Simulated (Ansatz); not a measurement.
# C₂H₃BClF: small, medium and large basis sets

An exercise on one series of results from a longer session: the logs are not shown, and one member is left open.

Program: Ansatz 0.2.0, Gaussian basis. Level of theory: one geometry, several basis sets. These are calculated values, not measurements.

Plan: PBE0-D4/def2-SVP; ωB97M-V/def2-SVP; PBE0-D4/def2-QZVPP; ωB97M-V/def2-QZVPP; the functionals' def2-TZVPP values are taken from earlier runs.

### The geometry

The geometry comes from an earlier relaxation with PBE0-D4 in a triple-zeta def2 set; it is a stationary point, not always the lowest conformer.

SMILES `C=C(F)BCl`, 8 atoms, charge 0, spin multiplicity 1.

Atoms are counted from 1 here; the program's logs count them from 0.

Bond lengths: C1–C2 1.332 Å, C1–H6 1.084 Å, C1–H7 1.081 Å, C2–F3 1.344 Å, C2–B4 1.540 Å, B4–Cl5 1.735 Å, B4–H8 1.190 Å. Angles: C2–C1–H6 122.1°, C2–C1–H7 119.0°, H6–C1–H7 118.9°, C1–C2–F3 118.9°, C1–C2–B4 122.4°, F3–C2–B4 118.7°, C2–B4–Cl5 121.0°, C2–B4–H8 119.9°, Cl5–B4–H8 119.1°.

Coordinates:

```xyz
8
charge 0, multiplicity 1
C     0.8807    0.7519    0.6343
C     0.0182   -0.2393    0.4141
F    -0.2256   -1.1196    1.4003
B    -0.7115   -0.4150   -0.9308
Cl   -1.8278   -1.7195   -1.1794
H     1.3919    0.8713    1.5829
H     1.0780    1.4608   -0.1581
H    -0.5117    0.3522   -1.8188
```

The first run:

in.yaml reads:

```yaml
crystal:
  periodic: [false, false, false]
  atoms:
    - {symbol: C, position_ang: [0.880675, 0.751894, 0.634346]}
    - {symbol: C, position_ang: [0.018208, -0.239264, 0.414108]}
    - {symbol: F, position_ang: [-0.225646, -1.119556, 1.400260]}
    - {symbol: B, position_ang: [-0.711457, -0.414961, -0.930847]}
    - {symbol: Cl, position_ang: [-1.827751, -1.719527, -1.179442]}
    - {symbol: H, position_ang: [1.391928, 0.871281, 1.582868]}
    - {symbol: H, position_ang: [1.077953, 1.460848, -0.158068]}
    - {symbol: H, position_ang: [-0.511711, 0.352186, -1.818824]}
basis:
  gaussian: {orbitals: def2-SVP}
hamiltonian: {xc: pbe0, dispersion: d4}
output: {orbitals: {seedname: orbitals}}
```

The run is started by

```
$ ansatz run in.yaml --threads 2 --pin off --events-out ev --progress --plain --max-ram 4352MiB
```

Among the steps run: PBE0-D4 in def2-SVP; ωB97M-V in def2-SVP; PBE0-D4 in def2-QZVPP; ωB97M-V in def2-QZVPP.

One table of the session follows, with a row left open; its other results are not shown here.

It belongs to the step «Density functionals: the series». 

```
functional       basis  HOMO (eV)  LUMO (eV)
   PBE0-D4    def2-SVP      -8.12      -2.19
   PBE0-D4  def2-TZVPP          ?          ?
   PBE0-D4  def2-QZVPP      -8.27      -2.35
   ωB97M-V    def2-SVP     -10.29      -0.07
   ωB97M-V  def2-TZVPP     -10.44      -0.25
   ωB97M-V  def2-QZVPP     -10.47      -0.30
```

**Question.** Estimate the row for PBE0-D4, def2-TZVPP.

**Answer.** HOMO (eV): -8.25; LUMO (eV): -2.32. In the column «HOMO (eV)» it lies between PBE0-D4, def2-QZVPP (-8.27) and PBE0-D4, def2-SVP (-8.12).
